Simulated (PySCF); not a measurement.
# From one method to the next for H2O2SSn

Starting from one script, swap the method and compare what comes out for H2O2SSn.

The runs use PySCF 2.14.0; each script names its method and basis.

4 further runs of the same task are left out: 1 for a known fault of the program, 3 that didn't finish. Runs told in other sessions of the task aren't counted.

## (1) The system as given

H2O2SSn: 6 atoms, charge 0, spin multiplicity 1.

Bond lengths: Sn1–S2 2.212 Å, Sn1–O3 1.973 Å, Sn1–O4 1.960 Å, O3–H5 0.966 Å, O4–H6 0.968 Å. Angles: S2–Sn1–O3 131.0°, S2–Sn1–O4 132.0°, O3–Sn1–O4 97.0°, Sn1–O3–H5 112.3°, Sn1–O4–H6 109.6°.

Coordinates:

```xyz
6

Sn    0.0531    0.1282    0.0000
S    -0.9411   -1.8478    0.0000
O     1.9648    0.6161    0.0000
O    -0.6586    1.9541    0.0000
H     2.5407   -0.1595    0.0000
H     0.0728    2.5880    0.0000
```

## (2) Base script

Input file input.py:

```python
from pyscf import gto, scf, mcscf

mol = gto.M(
    atom='Sn 0.0531 0.1282 0; S -0.9411 -1.8478 0; O 1.9648 0.6161 0; O -0.6586 1.9541 0; H 2.5407 -0.1595 0; H 0.0728 2.588 0',
    basis='def2-svp',
    ecp={'Sn': 'def2-svp'},
    charge=0,
    spin=0,
    symmetry=True,
    verbose=4,
)
mf = scf.RHF(mol)
mf.kernel()
mc = mcscf.CASCI(mf, 6, 6)
mc.kernel()
mc.analyze()
mf.dip_moment()
print('orbital energies (hartree):', mf.mo_energy[..., max(0, mol.nelec[1]-3):mol.nelec[0]+3].round(4))
```

Started as:

```console
$ OMP_NUM_THREADS=1 python input.py
```

The log of the run:

```text
[lines on the frontier levels of each cycle are left out]
PySCF version 2.14.0

[INPUT] verbose = 4
[INPUT] num. atoms = 6
[INPUT] num. electrons = 56
[INPUT] charge = 0
[INPUT] spin (= nelec alpha-beta = 2S) = 0
[INPUT] symmetry True subgroup None
[INPUT] Mole.unit = angstrom
[INPUT] Symbol           X                Y                Z      unit          X                Y                Z       unit  Magmom
[INPUT]  1 Sn     0.053100000000   0.128200000000   0.000000000000 AA    0.100344457214   0.242262889169   0.000000000000 Bohr   0.0
[INPUT]  2 S     -0.941100000000  -1.847800000000   0.000000000000 AA   -1.778421255828  -3.491835932971   0.000000000000 Bohr   0.0
[INPUT]  3 O      1.964800000000   0.616100000000   0.000000000000 AA    3.712933889545   1.164260265345   0.000000000000 Bohr   0.0
[INPUT]  4 O     -0.658600000000   1.954100000000   0.000000000000 AA   -1.244573625639   3.692713820013   0.000000000000 Bohr   0.0
[INPUT]  5 H      2.540700000000  -0.159500000000   0.000000000000 AA    4.801227164682  -0.301411316868   0.000000000000 Bohr   0.0
[INPUT]  6 H      0.072800000000   2.588000000000   0.000000000000 AA    0.137572061868   4.890611210374   0.000000000000 Bohr   0.0

nuclear repulsion = 250.968392149783
point group symmetry = Cs
symmetry origin: [ 0.0148591  -0.00370521  0.        ]
symmetry axis x: [ 0.89346335 -0.44913611  0.        ]
symmetry axis y: [0.44913611 0.89346335 0.        ]
symmetry axis z: [0. 0. 1.]
num. orbitals of irrep A' = 59
num. orbitals of irrep A" = 23
number of shells = 36
number of NR pGTOs = 159
number of NR cGTOs = 82
basis = def2-svp
ecp = {'Sn': 'def2-svp'}

******** <class 'pyscf.scf.hf_symm.SymAdaptedRHF'> ********
method = SymAdaptedRHF
initial guess = minao
damping factor = 0
level_shift factor = 0
DIIS = <class 'pyscf.scf.diis.CDIIS'>
diis_start_cycle = 1
diis_space = 8
diis_damp = 0
SCF conv_tol = 1e-09
SCF conv_tol_grad = None
SCF max_cycles = 50
direct_scf = True
direct_scf_tol = 1e-13
Freeze 0 electrons in irreps []
    56 free electrons in irreps A' A"
Set gradient conv threshold to 3.16228e-05
Initial guess from minao.
init E= -738.029173961496
cycle= 1 E= -760.624536998992  delta_E= -22.6  |g|=  1.9  |ddm|= 6.56
cycle= 2 E= -761.211709098842  delta_E= -0.587  |g|= 1.13  |ddm|= 4.04
cycle= 3 E= -761.53529153194  delta_E= -0.324  |g|= 0.108  |ddm|= 1.42
cycle= 4 E= -761.539645332035  delta_E= -0.00435  |g|= 0.0457  |ddm|= 0.181
cycle= 5 E= -761.540344854966  delta_E= -0.0007  |g|= 0.0169  |ddm|= 0.062
cycle= 6 E= -761.54047457498  delta_E= -0.00013  |g|= 0.00501  |ddm|= 0.0296
cycle= 7 E= -761.540498755904  delta_E= -2.42e-05  |g|= 0.00216  |ddm|= 0.0123
cycle= 8 E= -761.540506342305  delta_E= -7.59e-06  |g|= 0.000689  |ddm|= 0.0101
cycle= 9 E= -761.540507044769  delta_E= -7.02e-07  |g|= 0.000295  |ddm|= 0.00315
cycle= 10 E= -761.540507106806  delta_E= -6.2e-08  |g|= 8.85e-05  |ddm|= 0.000771
cycle= 11 E= -761.540507115626  delta_E= -8.82e-09  |g|= 3.03e-05  |ddm|= 0.000318
cycle= 12 E= -761.540507116676  delta_E= -1.05e-09  |g|= 1.05e-05  |ddm|= 0.000104
cycle= 13 E= -761.540507116818  delta_E= -1.42e-10  |g|= 4.03e-06  |ddm|= 4.02e-05
Extra cycle  E= -761.540507116836  delta_E= -1.75e-11  |g|= 2.3e-06  |ddm|= 1.05e-05
converged SCF energy = -761.540507116836
Symmetries of active orbitals: A' A" A' A" A' A'
Active space CI wfn symmetry = A'

******** <class 'pyscf.mcscf.casci_symm.SymAdaptedCASCI'> ********
CAS (3e+3e, 6o), ncore = 25, nvir = 51
natorb = False
canonicalization = True
sorting_mo_energy = False
******** <class 'pyscf.fci.direct_spin1_symm.FCISolver'> ********
max. cycles = 200
conv_tol = 1e-08
davidson only = False
linear dependence = 1e-12
level shift = 0.001
max iter space = 12
nroots = 1
pspace_size = 400
spin = None
Input CI wfn symmetry = A'
Density matrix diagonal elements [1.98014822 1.97299808 1.98881859 0.02720545 0.01956027 0.01126939]
CASCI converged
CASCI E = -761.558513589652  E(CI) = -7.52403864926316  S^2 = 0.0000000
Natural occ [1.98911261 1.97519546 1.98014621 0.02500807 0.01958678 0.01095087]
Natural orbital (expansion on meta-Lowdin AOs) in CAS space
               #1        #2        #3        #4        #5
0 Sn 4s         -0.00012   0.00000   0.00912  -0.00000   0.01929
0 Sn 5s          0.00219  -0.00000  -0.29975   0.00000  -0.63932
0 Sn 6s         -0.00315   0.00000   0.04292   0.00000  -0.19052
0 Sn 7s          0.00146  -0.00000   0.01197   0.00000   0.17342
0 Sn 4px         0.00000   0.01295  -0.00000   0.02982  -0.00000
0 Sn 4py         0.02103  -0.00000  -0.00859   0.00000   0.00591
0 Sn 4pz         0.00995   0.00000   0.01141  -0.00000  -0.01259
0 Sn 5px         0.00000   0.07376   0.00000   0.16011  -0.00000
0 Sn 5py         0.00372  -0.00000   0.01262   0.00000  -0.00316
0 Sn 5pz         0.00157   0.00000  -0.02272  -0.00000   0.00440
0 Sn 6px        -0.00000  -0.06156  -0.00000  -0.08558   0.00000
0 Sn 6py         0.11550  -0.00000  -0.08837   0.00000  -0.00749
0 Sn 6pz        -0.05307   0.00000  -0.12202  -0.00000   0.03717
0 Sn 7px        -0.00000   0.25323  -0.00000   0.90768   0.00000
0 Sn 7py         0.00342   0.00000   0.06510   0.00000  -0.00557
0 Sn 7pz         0.00313   0.00000  -0.10991  -0.00000   0.00415
0 Sn 4dxy        0.00000   0.12988   0.00000  -0.01184  -0.00000
0 Sn 4dyz        0.00045   0.00000   0.02350  -0.00000   0.17583
0 Sn 4dz^2       0.00000  -0.06413   0.00000   0.00930  -0.00000
0 Sn 4dxz       -0.13592  -0.00000  -0.03487   0.00000   0.05790
0 Sn 4dx2-y2     0.00425  -0.00000  -0.01351  -0.00000   0.00271
0 Sn 5dxy       -0.00000   0.05150   0.00000   0.01470   0.00000
0 Sn 5dyz        0.00015   0.00000  -0.00632   0.00000   0.06830
0 Sn 5dz^2      -0.00000   0.02385  -0.00000   0.00049  -0.00000
0 Sn 5dxz        0.04915   0.00000  -0.00457  -0.00000  -0.00483
0 Sn 5dx2-y2    -0.05555  -0.00000   0.00313   0.00000  -0.01091
1 S 1s           0.00013  -0.00000   0.00017   0.00000  -0.00041
1 S 2s          -0.00102   0.00000   0.00139   0.00000   0.00222
1 S 3s          -0.00537   0.00000  -0.23412  -0.00000  -0.12340
1 S 4s           0.00337   0.00000   0.02850   0.00000  -0.02199
1 S 2px          0.00595  -0.00000   0.00259  -0.00000  -0.00156
1 S 2py         -0.00245  -0.00000   0.00528   0.00000  -0.00280
1 S 2pz          0.00000   0.00662   0.00000  -0.00131  -0.00000
1 S 3px          0.86001   0.00000   0.32215   0.00000  -0.21848
1 S 3py         -0.43419  -0.00000   0.68312   0.00000  -0.44379
1 S 3pz          0.00000   0.93622  -0.00000  -0.29873   0.00000
1 S 4px          0.03892   0.00000   0.01009   0.00000  -0.02903
1 S 4py         -0.01812   0.00000   0.02920   0.00000  -0.05487
1 S 4pz          0.00000   0.05599  -0.00000   0.06929  -0.00000
[... 238 lines left out ...]
pop of  0 Sn 5dx2-y2      0.01648
pop of  1 S 1s            2.00000
pop of  1 S 2s            1.99997
pop of  1 S 3s            1.95184
pop of  1 S 4s            0.01139
pop of  1 S 2px           1.99998
pop of  1 S 2py           1.99994
pop of  1 S 2pz           1.99999
pop of  1 S 3px           1.78102
pop of  1 S 3py           1.41324
pop of  1 S 3pz           1.77535
pop of  1 S 4px           0.00808
pop of  1 S 4py           0.00592
pop of  1 S 4pz           0.01189
pop of  1 S 3dxy          0.01729
pop of  1 S 3dyz          0.01314
pop of  1 S 3dz^2         0.00604
pop of  1 S 3dxz          0.00373
pop of  1 S 3dx2-y2       0.01077
pop of  2 O 1s            1.99997
pop of  2 O 2s            1.75902
pop of  2 O 3s            0.02065
pop of  2 O 2px           1.63010
pop of  2 O 2py           1.66560
pop of  2 O 2pz           1.95187
pop of  2 O 3px           0.01993
pop of  2 O 3py           0.00832
pop of  2 O 3pz           0.01994
pop of  2 O 3dxy          0.00421
pop of  2 O 3dyz          0.00108
pop of  2 O 3dz^2         0.00170
pop of  2 O 3dxz          0.00185
pop of  2 O 3dx2-y2       0.00201
pop of  3 O 1s            1.99997
pop of  3 O 2s            1.76376
pop of  3 O 3s            0.02125
pop of  3 O 2px           1.69360
pop of  3 O 2py           1.59534
pop of  3 O 2pz           1.95009
pop of  3 O 3px           0.01298
pop of  3 O 3py           0.01757
pop of  3 O 3pz           0.01992
pop of  3 O 3dxy          0.00537
pop of  3 O 3dyz          0.00173
pop of  3 O 3dz^2         0.00176
pop of  3 O 3dxz          0.00143
pop of  3 O 3dx2-y2       0.00146
pop of  4 H 1s            0.65701
pop of  4 H 2s            0.02031
pop of  4 H 2px           0.00221
pop of  4 H 2py           0.00173
pop of  4 H 2pz           0.00197
pop of  5 H 1s            0.65077
pop of  5 H 2s            0.02081
pop of  5 H 2px           0.00174
pop of  5 H 2py           0.00232
pop of  5 H 2pz           0.00196
 ** Mulliken atomic charges  **
charge of    0Sn =      2.54288
charge of    1S =     -1.00958
charge of    2O =     -1.08624
charge of    3O =     -1.08623
charge of    4H =      0.31677
charge of    5H =      0.32241
Mulliken spin population analysis on meta-Lowdin AOs:
 ** Mulliken pop on meta-lowdin orthogonal AOs  **
 ** Mulliken pop  **
pop of  0 Sn 4s          -0.00000
pop of  0 Sn 5s           0.00000
pop of  0 Sn 6s          -0.00000
pop of  0 Sn 7s           0.00000
pop of  0 Sn 4px         -0.00000
pop of  0 Sn 4py         -0.00000
pop of  0 Sn 4pz          0.00000
pop of  0 Sn 5px          0.00000
pop of  0 Sn 5py          0.00000
pop of  0 Sn 5pz          0.00000
pop of  0 Sn 6px          0.00000
pop of  0 Sn 6py         -0.00000
pop of  0 Sn 6pz         -0.00000
pop of  0 Sn 7px          0.00000
pop of  0 Sn 7py         -0.00000
pop of  0 Sn 7pz          0.00000
pop of  0 Sn 4dxy        -0.00000
pop of  0 Sn 4dyz         0.00000
pop of  0 Sn 4dz^2       -0.00000
pop of  0 Sn 4dxz         0.00000
pop of  0 Sn 4dx2-y2      0.00000
pop of  0 Sn 5dxy         0.00000
pop of  0 Sn 5dyz         0.00000
pop of  0 Sn 5dz^2       -0.00000
pop of  0 Sn 5dxz        -0.00000
pop of  0 Sn 5dx2-y2     -0.00000
pop of  1 S 1s            0.00000
pop of  1 S 2s           -0.00000
pop of  1 S 3s           -0.00000
pop of  1 S 4s           -0.00000
pop of  1 S 2px           0.00000
pop of  1 S 2py          -0.00000
pop of  1 S 2pz          -0.00000
pop of  1 S 3px           0.00000
pop of  1 S 3py          -0.00000
pop of  1 S 3pz          -0.00000
pop of  1 S 4px          -0.00000
pop of  1 S 4py          -0.00000
pop of  1 S 4pz           0.00000
pop of  1 S 3dxy         -0.00000
pop of  1 S 3dyz          0.00000
pop of  1 S 3dz^2        -0.00000
pop of  1 S 3dxz          0.00000
pop of  1 S 3dx2-y2      -0.00000
pop of  2 O 1s            0.00000
pop of  2 O 2s           -0.00000
pop of  2 O 3s            0.00000
pop of  2 O 2px           0.00000
pop of  2 O 2py          -0.00000
pop of  2 O 2pz           0.00000
pop of  2 O 3px           0.00000
pop of  2 O 3py           0.00000
pop of  2 O 3pz           0.00000
pop of  2 O 3dxy          0.00000
pop of  2 O 3dyz         -0.00000
pop of  2 O 3dz^2         0.00000
pop of  2 O 3dxz          0.00000
pop of  2 O 3dx2-y2      -0.00000
pop of  3 O 1s           -0.00000
pop of  3 O 2s            0.00000
pop of  3 O 3s            0.00000
pop of  3 O 2px           0.00000
pop of  3 O 2py           0.00000
pop of  3 O 2pz           0.00000
pop of  3 O 3px           0.00000
pop of  3 O 3py          -0.00000
pop of  3 O 3pz          -0.00000
pop of  3 O 3dxy          0.00000
pop of  3 O 3dyz          0.00000
pop of  3 O 3dz^2         0.00000
pop of  3 O 3dxz         -0.00000
pop of  3 O 3dx2-y2       0.00000
pop of  4 H 1s           -0.00000
pop of  4 H 2s           -0.00000
pop of  4 H 2px           0.00000
pop of  4 H 2py          -0.00000
pop of  4 H 2pz           0.00000
pop of  5 H 1s            0.00000
pop of  5 H 2s           -0.00000
pop of  5 H 2px           0.00000
pop of  5 H 2py           0.00000
pop of  5 H 2pz           0.00000
 ** Mulliken atomic charges  **
charge of    0Sn =     22.00000
charge of    1S =     16.00000
charge of    2O =      8.00000
charge of    3O =      8.00000
charge of    4H =      1.00000
charge of    5H =      1.00000
spop of 0 Sn 4s        -0.00000
spop of 0 Sn 5s         0.00000
spop of 0 Sn 6s        -0.00000
spop of 0 Sn 7s         0.00000
spop of 0 Sn 4px       -0.00000
spop of 0 Sn 4py       -0.00000
spop of 0 Sn 4pz        0.00000
spop of 0 Sn 5px        0.00000
spop of 0 Sn 5py        0.00000
spop of 0 Sn 5pz        0.00000
spop of 0 Sn 6px        0.00000
spop of 0 Sn 6py       -0.00000
spop of 0 Sn 6pz       -0.00000
spop of 0 Sn 7px        0.00000
spop of 0 Sn 7py       -0.00000
spop of 0 Sn 7pz        0.00000
spop of 0 Sn 4dxy      -0.00000
spop of 0 Sn 4dyz       0.00000
spop of 0 Sn 4dz^2     -0.00000
spop of 0 Sn 4dxz       0.00000
spop of 0 Sn 4dx2-y2    0.00000
spop of 0 Sn 5dxy       0.00000
spop of 0 Sn 5dyz       0.00000
spop of 0 Sn 5dz^2     -0.00000
spop of 0 Sn 5dxz      -0.00000
spop of 0 Sn 5dx2-y2   -0.00000
spop of 1 S 1s          0.00000
spop of 1 S 2s         -0.00000
spop of 1 S 3s         -0.00000
spop of 1 S 4s         -0.00000
spop of 1 S 2px         0.00000
spop of 1 S 2py        -0.00000
spop of 1 S 2pz        -0.00000
spop of 1 S 3px         0.00000
spop of 1 S 3py        -0.00000
spop of 1 S 3pz        -0.00000
spop of 1 S 4px        -0.00000
spop of 1 S 4py        -0.00000
spop of 1 S 4pz         0.00000
spop of 1 S 3dxy       -0.00000
spop of 1 S 3dyz        0.00000
spop of 1 S 3dz^2      -0.00000
spop of 1 S 3dxz        0.00000
spop of 1 S 3dx2-y2    -0.00000
spop of 2 O 1s          0.00000
spop of 2 O 2s         -0.00000
spop of 2 O 3s          0.00000
spop of 2 O 2px         0.00000
spop of 2 O 2py        -0.00000
spop of 2 O 2pz         0.00000
spop of 2 O 3px         0.00000
spop of 2 O 3py         0.00000
spop of 2 O 3pz         0.00000
spop of 2 O 3dxy        0.00000
spop of 2 O 3dyz       -0.00000
spop of 2 O 3dz^2       0.00000
spop of 2 O 3dxz        0.00000
spop of 2 O 3dx2-y2    -0.00000
spop of 3 O 1s         -0.00000
spop of 3 O 2s          0.00000
spop of 3 O 3s          0.00000
spop of 3 O 2px         0.00000
spop of 3 O 2py         0.00000
spop of 3 O 2pz         0.00000
spop of 3 O 3px         0.00000
spop of 3 O 3py        -0.00000
spop of 3 O 3pz        -0.00000
spop of 3 O 3dxy        0.00000
spop of 3 O 3dyz        0.00000
spop of 3 O 3dz^2       0.00000
spop of 3 O 3dxz       -0.00000
spop of 3 O 3dx2-y2     0.00000
spop of 4 H 1s         -0.00000
spop of 4 H 2s         -0.00000
spop of 4 H 2px         0.00000
spop of 4 H 2py        -0.00000
spop of 4 H 2pz         0.00000
spop of 5 H 1s          0.00000
spop of 5 H 2s         -0.00000
spop of 5 H 2px         0.00000
spop of 5 H 2py         0.00000
spop of 5 H 2pz         0.00000
Mulliken atomic spins:
spin of  0Sn =      0.00000
spin of  1S =     -0.00000
spin of  2O =      0.00000
spin of  3O =      0.00000
spin of  4H =      0.00000
spin of  5H =      0.00000
Dipole moment(X, Y, Z, Debye):  2.77155,  1.17404,  0.00000
orbital energies (hartree): [-0.4533 -0.3639 -0.3622  0.0414  0.0418  0.1273]
```

Wall time 3.3 s (1 thread of Arm Neoverse N1, shared host); peak memory 0.16 GiB.

Base result: E(SCF) = -761.540507 Eh, 13 cycles, E(CAS) − E(SCF) = -0.01801 Eh, μ = 3.01 D (of the SCF density).

Natural occupations of the active orbitals: 1.99, 1.98, 1.98, 0.03, 0.02, 0.01. All lie within 0.1 of a whole number.

## (3) MP2

Edit 1 changes step after the SCF: casci → mp2; frozen orbitals: none → 11.

Changes to input.py since step 2:

```diff
@@ -1,2 +1,2 @@
-from pyscf import gto, scf, mcscf
+from pyscf import gto, scf, mp
 
@@ -13,5 +13,3 @@
 mf.kernel()
-mc = mcscf.CASCI(mf, 6, 6)
-mc.kernel()
-mc.analyze()
+mp.MP2(mf, frozen=11).kernel()
 mf.dip_moment()
```

Started as:

```console
$ OMP_NUM_THREADS=1 python input.py
```

The log of the run (excerpt; [...] marks lines left out):

```text
[lines on the frontier levels of each cycle are left out]
[... 49 set-up lines left out, the same as in an earlier log ...]
init E= -738.029173961496
cycle= 1 E= -760.624536998992  delta_E= -22.6  |g|=  1.9  |ddm|= 6.56
cycle= 2 E= -761.211709098842  delta_E= -0.587  |g|= 1.13  |ddm|= 4.04
cycle= 3 E= -761.53529153194  delta_E= -0.324  |g|= 0.108  |ddm|= 1.42
cycle= 4 E= -761.539645332035  delta_E= -0.00435  |g|= 0.0457  |ddm|= 0.181
cycle= 5 E= -761.540344854966  delta_E= -0.0007  |g|= 0.0169  |ddm|= 0.062
cycle= 6 E= -761.54047457498  delta_E= -0.00013  |g|= 0.00501  |ddm|= 0.0296
cycle= 7 E= -761.540498755904  delta_E= -2.42e-05  |g|= 0.00216  |ddm|= 0.0123
cycle= 8 E= -761.540506342305  delta_E= -7.59e-06  |g|= 0.000689  |ddm|= 0.0101
cycle= 9 E= -761.540507044769  delta_E= -7.02e-07  |g|= 0.000295  |ddm|= 0.00315
cycle= 10 E= -761.540507106806  delta_E= -6.2e-08  |g|= 8.85e-05  |ddm|= 0.000771
cycle= 11 E= -761.540507115626  delta_E= -8.82e-09  |g|= 3.03e-05  |ddm|= 0.000318
cycle= 12 E= -761.540507116676  delta_E= -1.05e-09  |g|= 1.05e-05  |ddm|= 0.000104
cycle= 13 E= -761.540507116818  delta_E= -1.42e-10  |g|= 4.03e-06  |ddm|= 4.02e-05
Extra cycle  E= -761.540507116836  delta_E= -1.75e-11  |g|= 2.3e-06  |ddm|= 1.05e-05
converged SCF energy = -761.540507116836

******** <class 'pyscf.mp.mp2.RMP2'> ********
nocc = 17, nmo = 71
frozen orbitals 11
E(RMP2) = -762.149925267936  E_corr = -0.609418151100177
E(SCS-RMP2) = -762.127886164609  E_corr = -0.587379047773155
E_corr(same-spin) = -0.166064692554298
E_corr(oppo-spin) = -0.44335345854588
Dipole moment(X, Y, Z, Debye):  2.77155,  1.17404,  0.00000
orbital energies (hartree): [-0.4533 -0.3639 -0.3622  0.0414  0.0418  0.1273]
```

Wall time 3 s (1 thread of Arm Neoverse N1, shared host); peak memory 0.19 GiB.

Outcome: E(SCF) = -761.540507 Eh (no change), 13 cycles, E(MP2) − E(SCF) = -0.60942 Eh, μ = 3.01 D (of the SCF density).

## (4) SCF alone

Edit 2 changes step after the SCF: casci → none.

Changes to input.py since step 2:

```diff
@@ -1,2 +1,2 @@
-from pyscf import gto, scf, mcscf
+from pyscf import gto, scf
 
@@ -13,5 +13,2 @@
 mf.kernel()
-mc = mcscf.CASCI(mf, 6, 6)
-mc.kernel()
-mc.analyze()
 mf.dip_moment()
```

Started as:

```console
$ OMP_NUM_THREADS=1 python input.py
```

The log of the run (excerpt; [...] marks lines left out):

```text
[lines on the frontier levels of each cycle are left out]
[... 49 set-up lines left out, the same as in an earlier log ...]
init E= -738.029173961496
cycle= 1 E= -760.624536998992  delta_E= -22.6  |g|=  1.9  |ddm|= 6.56
cycle= 2 E= -761.211709098842  delta_E= -0.587  |g|= 1.13  |ddm|= 4.04
cycle= 3 E= -761.53529153194  delta_E= -0.324  |g|= 0.108  |ddm|= 1.42
cycle= 4 E= -761.539645332035  delta_E= -0.00435  |g|= 0.0457  |ddm|= 0.181
cycle= 5 E= -761.540344854966  delta_E= -0.0007  |g|= 0.0169  |ddm|= 0.062
cycle= 6 E= -761.54047457498  delta_E= -0.00013  |g|= 0.00501  |ddm|= 0.0296
cycle= 7 E= -761.540498755904  delta_E= -2.42e-05  |g|= 0.00216  |ddm|= 0.0123
cycle= 8 E= -761.540506342305  delta_E= -7.59e-06  |g|= 0.000689  |ddm|= 0.0101
cycle= 9 E= -761.540507044769  delta_E= -7.02e-07  |g|= 0.000295  |ddm|= 0.00315
cycle= 10 E= -761.540507106806  delta_E= -6.2e-08  |g|= 8.85e-05  |ddm|= 0.000771
cycle= 11 E= -761.540507115626  delta_E= -8.82e-09  |g|= 3.03e-05  |ddm|= 0.000318
cycle= 12 E= -761.540507116676  delta_E= -1.05e-09  |g|= 1.05e-05  |ddm|= 0.000104
cycle= 13 E= -761.540507116818  delta_E= -1.42e-10  |g|= 4.03e-06  |ddm|= 4.02e-05
Extra cycle  E= -761.540507116836  delta_E= -1.75e-11  |g|= 2.3e-06  |ddm|= 1.05e-05
converged SCF energy = -761.540507116836
Dipole moment(X, Y, Z, Debye):  2.77155,  1.17404,  0.00000
orbital energies (hartree): [-0.4533 -0.3639 -0.3622  0.0414  0.0418  0.1273]
```

Wall time 2.3 s (1 thread of Arm Neoverse N1, shared host).

Outcome: E(SCF) = -761.540507 Eh (no change), 13 cycles, μ = 3.01 D.

## (5) All runs together

| run | E(SCF) (hartree) | from base (eV) | cycles | gap (eV) | SCF dipole (D) | after the SCF |
| --- | --- | --- | --- | --- | --- | --- |
| base | -761.540507 | 0 | 13 | 10.98 | 3.01 | CASCI correlation -0.490 eV |
| MP2 | -761.540507 | 0.0000 | 13 | 10.98 | 3.01 | MP2 correlation -16.583 eV, core frozen |
| SCF alone | -761.540507 | 0.0000 | 13 | 10.98 | 3.01 | n/a |

Wall time on 1 thread of Arm Neoverse N1, shared host, start-up included: base 3.3 s; MP2 3 s; SCF alone 2.3 s.

In words: Total energies from different bases, Hamiltonians or methods carry different errors, so properties are taken as differences within one set-up.
